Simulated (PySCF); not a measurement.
# C4H6F2O: the cost of one run

Computed with PySCF 2.14.0, with density-fitted response routines of our own, on a single molecule in the gas phase. Atoms are numbered from 0 throughout.

### Step 1. The starting structure

13 atoms, charge 0, multiplicity 1; geometry from: GFN2-xTB. The atoms were then displaced at random by about 0.01 Å, so the start is not that level's minimum.

Bonds of the start (Å): C0–C1 1.51, C1–C2 1.51, C2–F3 1.38, C2–F4 1.36, C1–C5 1.48, C5–O6 1.40, O6–C1 1.39, C0–H7 1.10, C0–H8 1.09, C0–H9 1.06, C2–H10 1.10, C5–H11 1.08, C5–H12 1.07.

### Step 2. Optimising the geometry at PBE0-D3(BJ)/def2-SVP

The job: settings as JSON, then the geometry in Å.

```
{"job": {"xc": "PBE0", "basis": "def2-SVP", "d3": "d3bj", "grid": 1, "shake": 0.01, "kind": "geom"}, "charge": 0, "multiplicity": 1}
C     -0.980190    -1.040050     0.343770
C     -0.111100     0.072370    -0.196360
C      1.359140    -0.260150    -0.216780
F      1.922360    -0.177350     1.045280
F      1.598560    -1.531770    -0.630780
C     -0.460380     1.501500    -0.063070
O     -0.530140     0.826520    -1.288240
H     -2.023780    -0.695410     0.281580
H     -0.737250    -1.223920     1.391940
H     -0.877530    -1.920640    -0.242700
H      1.945560     0.416320    -0.848620
H     -1.396420     1.762190     0.402850
H      0.297010     2.253500     0.010810
```

Started as:

```sh
$ OMP_NUM_THREADS=1 python probes_run.py task.json out
```

The driver reads the jobs from task.json and runs them one after another.

**Question.** How long does this first job take on 1 thread of Arm Neoverse V1, shared host, and how much memory does it need?

About 80 s, with a peak of 0.51 GiB.
